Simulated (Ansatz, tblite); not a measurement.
## A script for Rb2BrCl (GFN2-xTB)

These are simulated results from tblite 0.8.0, not measurements. The cell was built from a prototype and was relaxed with r2SCAN in plane waves (Ansatz 0.2.0). It may be hypothetical. All runs are without spin polarisation.

The symmetry is R-3m (No. 166, trigonal); conventional cell a = 4.781 Å, c = 23.462 Å, 38.70 Å³ an atom. Cl is surrounded by 6 Rb at 3.33 Å; Br is surrounded by 6 Rb at 3.44 Å; Rb is surrounded by 3 Cl at 3.33 Å and 3 Br at 3.44 Å.

tblite solves periodic systems at the zone centre alone, so the script builds a cluster of 2×2×1 conventional cells (48 atoms), which folds in a coarse mesh of k points.

The script, run.py:

```python
import json
from ase import Atoms
from ase.build import make_supercell
from ase.units import Bohr, GPa, Hartree
from tblite.interface import Calculator

atoms = Atoms(['Cl', 'Br', 'Rb', 'Rb'],
              cell=[[2.390442, 1.380122, 7.820542], [-2.390442, 1.380122, 7.820542], [0.0, -2.760245, 7.820542]],
              scaled_positions=[[1.0, -0.0, -0.0], [0.5, 0.5, 0.5], [0.253987, 0.253987, 0.253987], [0.746013, 0.746013, 0.746013]],
              pbc=True)
cluster = make_supercell(atoms, [[2, -2, 0], [0, 2, -2], [1, 1, 1]])
calc = Calculator('GFN2-xTB', cluster.numbers, cluster.positions / Bohr, lattice=cluster.cell[:] / Bohr, periodic=cluster.pbc)
calc.set('temperature', 0.02 / Hartree)
calc.set('max-iter', 150)
res = calc.singlepoint()
levels = res.get('orbital-energies') * Hartree
nv = round(res.get('orbital-occupations').sum() / 2)
cells = len(cluster) // len(atoms)
out = {'energy_per_cell': res.get('energy') * Hartree / cells, 'homo': levels[nv - 1], 'lumo': levels[nv],
       'stress': (-res.get('virial') * Hartree / cluster.get_volume() / GPa).tolist(), 'charges': res.get('charges')[:len(atoms)].tolist(), 'electrons': 2 * nv / cells}
json.dump(out, open('results.json', 'w'))
for key, value in out.items():
    print(key, value)
```

Command: `python run.py`. It took 3.2 s on 1 thread of Arm Neoverse V1 (shared host), peak memory 0.1 GiB.

The log:

```
------------------------------------------------------------
  cycle        total energy    energy error   density error
------------------------------------------------------------
      1     -107.7535548969  -1.0778894E+02   8.5644351E-01
      2     -109.8664887745  -2.1129339E+00   1.7260593E-01
      3     -110.8949891114  -1.0285003E+00   1.0134799E+00
      4     -105.8193679330   5.0756212E+00   5.1608938E+00
      5     -106.2792281627  -4.5986023E-01   4.3839717E+00
      6     -108.1896513183  -1.9104232E+00   3.3524809E+00
      7     -110.3178731700  -2.1282219E+00   1.3987135E+00
      8     -110.5530819317  -2.3520876E-01   1.2073873E+00
      9     -110.3713740361   1.8170790E-01   1.4962267E+00
     10     -110.8768577501  -5.0548371E-01   7.9058214E-01
     11     -110.8826976103  -5.8398602E-03   5.3572840E-01
     12     -110.9615651448  -7.8867535E-02   6.7936832E-02
     13     -110.9637449939  -2.1798491E-03   8.5491253E-03
     14     -110.9629910317   7.5396226E-04   4.6286883E-02
     15     -110.9637857305  -7.9469881E-04   9.7409630E-03
     16     -110.9637116863   7.4044168E-05   2.1951044E-02
     17     -110.9637986231  -8.6936788E-05   7.3681026E-03
     18     -110.9638088416  -1.0218526E-05   1.1494524E-03
     19     -110.9638088878  -4.6160750E-08   8.1484981E-04
     20     -110.9638090367  -1.4894265E-07   9.8357864E-05
     21     -110.9638090165   2.0280851E-08   2.7650365E-04
     22     -110.9638090352  -1.8717245E-08   9.9484363E-05
     23     -110.9638090382  -3.0526905E-09   2.7197197E-05
     24     -110.9638090384  -1.8775381E-10   3.4694037E-06
------------------------------------------------------------

 total:                                   2.576 sec
energy_per_cell -251.62325353989047
homo -12.877527173799166
lumo -10.38889448947777
stress [[1.6514799922451884, -0.0010020385903760484, -1.1826132690238095e-05], [-0.001002038590376046, 1.6503226796595611, 3.359429065887476e-06], [-1.1826132690240106e-05, 3.359429065856453e-06, 3.365915069203458]]
charges [-0.5761384214891943, -0.43222304320931243, 0.504184864143584, 0.5041829912534957]
electrons 16.0
```

The cycle table is in hartree for the whole cluster, and the lines after it are in eV (the energy for one cell). The printed stress is in GPa and positive in compression, and the pressure is its mean diagonal.

GFN2-xTB gives a gap of 2.49 eV. On the same cell, plane-wave PBE (Ansatz, 6×6×6 k points and the special points) gives a gap of 4.44 eV and r2SCAN a gap of 5.03 eV; on shared hosts these took about 7.5 and 17 core-seconds on the 4-atom cell, against 3.2 for the script. Semilocal gaps usually lie below measured ones. xTB was fitted to molecules, so gaps, charges and pressures of solids can be far off, and the gap also depends on the size of the cluster.

The same script was run on cells scaled at fixed shape and fractional coordinates:

| volume (Å³/atom) | energy (meV/atom) | pressure (GPa, positive in compression) | gap (eV) |
| --- | --- | --- | --- |
| 34.06 | 73.2 | 2.75 | 2.11 |
| 36.38 | 34.6 | 2.55 | 2.36 |
| 38.70 | 0.0 | 2.22 | 2.49 |
| 41.02 | -29.8 | 1.89 | 2.53 |
| 43.35 | -55.1 | 1.59 | 2.51 |

The minimum lies beyond the largest of these volumes.

xTB was fitted mostly to molecules, and a small cluster samples few k points, so gaps, pressures and kinks along a curve can be far from a solid's.

The runs are scalar-relativistic, without spin-orbit coupling.
